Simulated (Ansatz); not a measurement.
# Cyclo-(H2SiS)3 (Si3H6S3): geometry, orbitals and charge

What does cyclo-(H2SiS)3 (Si3H6S3) look like as a singlet, and where do its frontier electrons sit?

Method: RKS PBE0-D4/def2-TZVP; program: Ansatz 0.2.0, Gaussian basis.

Levels to be run: relaxation at PBE-D4/def2-SVP; a single point at PBE0-D4/def2-TZVP.

2 further runs of the same task are left out: 2 set aside as unsound or not needed.

## 1. The system as given

12 atoms, charge 0, spin multiplicity 1.

Atoms are counted from 1 here; the program's logs count them from 0.

Bond lengths: Si1–H2 1.452 Å, Si1–H3 1.446 Å, Si1–S4 2.152 Å, Si1–S12 2.150 Å, S4–Si5 2.151 Å, Si5–H6 1.452 Å, Si5–H7 1.447 Å, Si5–S8 2.151 Å, S8–Si9 2.155 Å, Si9–H10 1.451 Å, Si9–H11 1.442 Å, Si9–S12 2.154 Å. Angles: H2–Si1–H3 117.0°, H2–Si1–S4 108.8°, H2–Si1–S12 106.7°, H3–Si1–S4 103.3°, H3–Si1–S12 107.9°, S4–Si1–S12 113.4°, Si1–S4–Si5 105.0°, S4–Si5–H6 109.0°, S4–Si5–H7 103.4°, S4–Si5–S8 113.0°, H6–Si5–H7 116.7°, H6–Si5–S8 106.8°, H7–Si5–S8 108.1°, Si5–S8–Si9 107.3°, S8–Si9–H10 109.0°, S8–Si9–H11 104.2°, S8–Si9–S12 112.1°, H10–Si9–H11 117.9° and more.

The start is a GFN2-xTB geometry.

## 2. Optimising with PBE-D4/def2-SVP

in.yaml

```yaml
crystal:
  periodic: [false, false, false]
  atoms:
    - {symbol: Si, position_ang: [0.354060, -1.937740, 0.028790]}
    - {symbol: H, position_ang: [-0.808580, -2.496120, 0.696550]}
    - {symbol: H, position_ang: [1.448600, -2.840620, -0.248760]}
    - {symbol: S, position_ang: [1.247450, -0.458090, 1.311110]}
    - {symbol: Si, position_ang: [-0.320430, 0.964620, 1.693470]}
    - {symbol: H, position_ang: [-1.439480, 0.279960, 2.316550]}
    - {symbol: H, position_ang: [0.337750, 1.984760, 2.480470]}
    - {symbol: S, position_ang: [-1.075880, 1.886910, -0.097240]}
    - {symbol: Si, position_ang: [-0.044200, 0.991390, -1.764200]}
    - {symbol: H, position_ang: [1.375000, 1.271070, -1.648390]}
    - {symbol: H, position_ang: [-0.739040, 1.494910, -2.923220]}
    - {symbol: S, position_ang: [-0.335240, -1.141050, -1.845150]}
basis:
  gaussian: {orbitals: def2-SVP}
hamiltonian: {xc: pbe, dispersion: d4}
scf: {lower_state_search: "off"}
output: {orbitals: {seedname: orbitals}}
relax: {f_tol: 0.02, max_steps: 100}
```

The run is started by

```bash
ansatz run in.yaml --threads 2 --pin off --events-out ev --progress --plain --max-ram 32768MiB --backend cpu
```

Further steps of the session: Single point, PBE0-D4/def2-TZVP.

Before running them: what should the planned runs give, taken together? Wanted: point group; commonest bond, hydrogen aside; HOMO, LUMO at PBE0-D4/def2-TZVP; dipole at PBE-D4/def2-SVP.

The runs gave:

| quantity | value |
| --- | --- |
| point group | C2 |
| commonest bond, hydrogen aside | S–Si, 6 of mean length 2.168 Å |
| HOMO, LUMO at PBE0-D4/def2-TZVP | -7.51, -0.83 eV |
| dipole at PBE-D4/def2-SVP | 0.67 D |

The molecule keeps its bonding pattern by the stored test; the atoms moved 0.46 Å (rms). No usable vibrations, so a minimum isn't proven. The point group is read from a loosely relaxed geometry; soft torsions can leave it below the true symmetry.
